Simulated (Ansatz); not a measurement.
**C2H7BrGe: one species, many methods**

The task here is to estimate one member of a computed series from the others.

Method: functionals in def2-TZVPP, the program's frozen cores in correlated methods; program: Ansatz 0.2.0, Gaussian basis.

Plan: PBE-D4, r2SCAN-D4, PBE0-D4, B3LYP-D4, ωB97X-V, ωB97M-V, B2PLYP; CCSD(T)/def2-TZVPP; MP2/def2-QZVPP; extrapolation to the limit.

## The relaxed structure

All runs share one geometry, relaxed beforehand with PBE0-D4 in a triple-zeta def2 set.

SMILES `[CH3][GeH]([CH3])[Br]`, 11 atoms, charge 0, spin multiplicity 1.

Atoms are counted from 1 here; the program's logs count them from 0.

Bond lengths: C1–Ge2 1.943 Å, C1–H5 1.090 Å, C1–H6 1.092 Å, C1–H7 1.090 Å, Ge2–C3 1.943 Å, Ge2–Br4 2.329 Å, Ge2–H8 1.539 Å, C3–H9 1.090 Å, C3–H10 1.092 Å, C3–H11 1.090 Å. Angles: Ge2–C1–H5 109.8°, Ge2–C1–H6 109.9°, Ge2–C1–H7 110.2°, H5–C1–H6 109.0°, H5–C1–H7 108.9°, H6–C1–H7 109.0°, C1–Ge2–C3 113.2°, C1–Ge2–Br4 106.9°, C1–Ge2–H8 111.9°, C3–Ge2–Br4 106.9°, C3–Ge2–H8 111.9°, Br4–Ge2–H8 105.4°, Ge2–C3–H9 109.8°, Ge2–C3–H10 109.9°, Ge2–C3–H11 110.2°, H9–C3–H10 109.0°, H9–C3–H11 108.9°, H10–C3–H11 109.0°.

The first run:

Contents of in.yaml:

```yaml
crystal:
  periodic: [false, false, false]
  atoms:
    - {symbol: C, position_ang: [-0.936096, 1.367615, -0.121274]}
    - {symbol: Ge, position_ang: [-0.449884, -0.513598, -0.083128]}
    - {symbol: C, position_ang: [1.393830, -0.817016, 0.451168]}
    - {symbol: Br, position_ang: [-0.664461, -1.313013, -2.260606]}
    - {symbol: H, position_ang: [-0.260071, 1.911196, -0.781969]}
    - {symbol: H, position_ang: [-0.866819, 1.789371, 0.883833]}
    - {symbol: H, position_ang: [-1.956567, 1.484983, -0.485359]}
    - {symbol: H, position_ang: [-1.436413, -1.345898, 0.755946]}
    - {symbol: H, position_ang: [2.065704, -0.269143, -0.210215]}
    - {symbol: H, position_ang: [1.544668, -0.472350, 1.476531]}
    - {symbol: H, position_ang: [1.631509, -1.879149, 0.395671]}
basis:
  gaussian: {orbitals: def2-TZVPP}
hamiltonian: {xc: pbe, dispersion: d4}
output: {forces: true, orbitals: {seedname: orbitals}}
```

Launch:

```console
$ ansatz run in.yaml --threads 2 --pin off --events-out ev --progress --plain --max-ram 32768MiB --backend cpu
```

Among the steps run: PBE-D4 (GGA); r2SCAN-D4 (meta-GGA); PBE0-D4 (hybrid); B3LYP-D4 (hybrid); ωB97X-V (range-separated); ωB97M-V (range-separated); B2PLYP (double hybrid); CCSD(T) in def2-TZVPP; MP2 in def2-QZVPP.

One of the session's tables, all rows but one given; the rest of the session is left out.

| method | atomisation energy (kJ/mol) |
| --- | --- |
| PBE-D4 | 3805.5 |
| r2SCAN-D4 | 3792.2 |
| PBE0-D4 | 3780.8 |
| B3LYP-D4 | 3763.9 |
| ωB97X-V | 3788.6 |
| ωB97M-V | 3770.4 |
| B2PLYP | 3734.5 |
| HF/def2-TZVPP | 2861.6 |
| MP2/def2-TZVPP | 3739.1 |
| CCSD/def2-TZVPP | 3676.0 |
| CCSD(T)/def2-TZVPP | 3719.7 |
| MP2/CBS | ? |
| CCSD(T)/CBS | 3794.4 |

Estimate the missing values for MP2/CBS.

The run gave: atomisation energy (kJ/mol): 3813.7. In the column «atomisation energy (kJ/mol)» it is the highest.

Some runs used a GPU and others CPU threads alone; cost is compared among the CPU runs only.

Among the levels timed on like hardware, those that no quicker one beats, quickest first: PBE-D4 (5 s, +11.1 kJ/mol); r2SCAN-D4 (9 s, -2.2 kJ/mol).

To keep in mind: All levels share the lack of spin-orbit coupling, which lowers the free heavy atoms and so the true binding.
